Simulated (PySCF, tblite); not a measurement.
# C6H12OSi: geometry, infrared bands and NMR shifts

What infrared bands and NMR shifts should C6H12OSi (`C=CCO[SiH2]C(=C)C`) show?

Computed with tblite 0.8.0 and PySCF 2.14.0, with density-fitted response routines of our own, on a single molecule in the gas phase. Atoms are numbered from 0 throughout.

**1. The molecule as given**

20 atoms, charge 0, multiplicity 1; geometry from: force field or distance geometry start.

Bonds of the start (Å): C0–C1 1.34, C1–C2 1.47, C2–O3 1.35, O3–Si4 1.71, Si4–C5 1.83, C5–C6 1.33, C5–C7 1.52, C0–H8 1.10, C0–H9 1.11, C1–H10 1.10, C2–H11 1.11, C2–H12 1.13, Si4–H13 1.48, Si4–H14 1.50, C6–H15 1.09, C6–H16 1.10, C7–H17 1.10, C7–H18 1.10, C7–H19 1.11.

**2. Relaxing the molecule with GFN2-xTB**

The job: settings as JSON, then the geometry in Å.

```
{"job": {"kind": "relax", "xc": "GFN2-xTB", "basis": "xTB"}, "charge": 0, "multiplicity": 1}
C     -4.080700    -0.357400    -0.305900
C     -2.895800    -0.891800    -0.622200
C     -1.685400    -0.071100    -0.459900
O     -0.736000    -0.505200     0.397700
Si     0.517000     0.660200     0.364300
C      2.122000    -0.015000    -0.207500
C      2.269200    -1.223100    -0.747200
C      3.345000     0.865300    -0.036100
H     -4.155900     0.678300     0.048800
H     -5.013000    -0.950800    -0.401300
H     -2.821500    -1.935000    -0.967100
H     -1.210000     0.090500    -1.451000
H     -2.040100     0.924700    -0.049300
H      0.656200     1.296300     1.689500
H      0.141200     1.716300    -0.625000
H      1.429300    -1.907900    -0.878200
H      3.287100    -1.527000    -1.042900
H      3.034600     1.913200    -0.188000
H      3.708600     0.720600     0.996800
H      4.123100     0.529500    -0.747700
```

On the command line:

```sh
$ OMP_NUM_THREADS=1 python probes_run.py task.json out
```

This one command runs all jobs of the session in turn.

**Question.** This job is followed by: GFN2-xTB harmonic vibrations, gas phase; GIAO PBE0/pcSseg-1 NMR shielding, non-relativistic, gas phase. Predict these results of the whole session: strongest single infrared mode (GFN2-xTB); zero-point energy (GFN2-xTB); ¹³C shifts against TMS (PBE0/pcSseg-1); ¹H shifts against TMS (PBE0/pcSseg-1, means over atoms taken as alike); ¹⁷O shifts against H2O (PBE0/pcSseg-1); ²⁹Si shifts against TMS (PBE0/pcSseg-1).

The runs gave:

| quantity | value |
| --- | --- |
| strongest single infrared mode (GFN2-xTB) | 2165 cm⁻¹, 435 km/mol |
| zero-point energy (GFN2-xTB) | 99.8 kcal/mol |
| ¹³C shifts against TMS (PBE0/pcSseg-1) | 147.5, 147.3, 135.1, 123.3, 71.7, 24.2 ppm |
| ¹H shifts against TMS (PBE0/pcSseg-1, means over atoms taken as alike) | 6.35, 6.22, 5.97, 5.54, 5.47, 4.98, 4.60, 1.88 ppm |
| ¹⁷O shifts against H2O (PBE0/pcSseg-1) | 21.5 ppm |
| ²⁹Si shifts against TMS (PBE0/pcSseg-1) | -35.9 ppm |

Relaxing lowered the energy by 0.944 eV in 204 steps; the close pair that moved most is O3–Si4, from 1.712 to 1.620 Å. No mode is imaginary among the 54: a minimum at this level. The strongest single mode, at 2165 cm⁻¹, moves mainly H14 and H13. GFN2-xTB is a fitted tight-binding method: band positions and strengths are rough. Its intensities can rank the bands wrongly. H10 (hydrogen on an alkene CH) lies farthest downfield among hydrogen, at 6.35 ppm; a vinylic proton, deshielded by the sp2 carbon and the C=C anisotropy. At PBE0/pcSseg-1: Shielding is most anisotropic at C5 (span 243 ppm, paramagnetic term -226 ppm).
